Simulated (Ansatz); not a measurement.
# W: the cost of one run

Program: Ansatz 0.2.0. Level of theory: DFT LDA, scalar-relativistic, plane waves, PAW. These are calculated values, not measurements.

8 further runs of the same task are left out: 8 set aside as unsound or not needed.

### 1 The system as given

The structure is cubic, space group Fm-3m (No. 225). The conventional cell has a = 4.060 Å, b = 4.060 Å, c = 4.060 Å, α = 90.00°, β = 90.00°, γ = 90.00°. W (site symmetry m-3m) has 12 W at 2.87 Å as nearest neighbours.

Coordinates:

```
CELL_PARAMETERS angstrom
0.00000 2.03000 2.03000
2.03000 0.00000 2.03000
2.03000 2.03000 0.00000
ATOMIC_POSITIONS crystal
W 0.00000 0.00000 0.00000
```

The structure comes from the Crystallography Open Database.

### 6 The grid

The energy is mapped over two homogeneous strains (x along [1 0 0], y along [0 1 0], z along [0 0 1] of the conventional cell).

First coordinate, engineering shear strain xz: 9 values from −30.0 %. Second coordinate, normal strain along z: 9 values from −15.00 %.

Nothing else is relaxed (symmetry fixes all fractional coordinates). Energies count from the relaxed crystal. Points are written as (first, second).

(The set-up runs are not shown.)

### 7 Point (−30.0 %, 15.00 %)

Input file input.yaml:

```yaml
crystal:
  lattice:
    - [-0.2979718176, 1.9864787842, 2.2844506018]
    - [1.6885069666, 0.0, 1.9864787842]
    - [1.9864787842, 1.9864787842, -0.2979718176]
  atoms:
    - { symbol: W, position: [0.0, 0.0, 0.0] }
basis:
  ecutwfc: 420
kpoints:
  mp_grid: { grid: [20, 20, 20] }
hamiltonian:
  xc: lda
  pseudopotentials: { kind: paw, azcp: { folder: soft_1 } }
scf:
  occupations: { method: gaussian, width: 0.15 }
output:
  forces: true
  stress: true
  eigenvalues: true
```

Command:

```sh
$ ansatz run input.yaml --threads 1 --pin off --max-ram 2048MiB --backend cpu --events-out ev --progress --plain --runs-dir out
```

Q: Estimate wall time and peak memory on 1 thread of AMD EPYC 9R45 (Zen 5), shared host.

About 7.3 s, with a peak of 0.71 GiB.
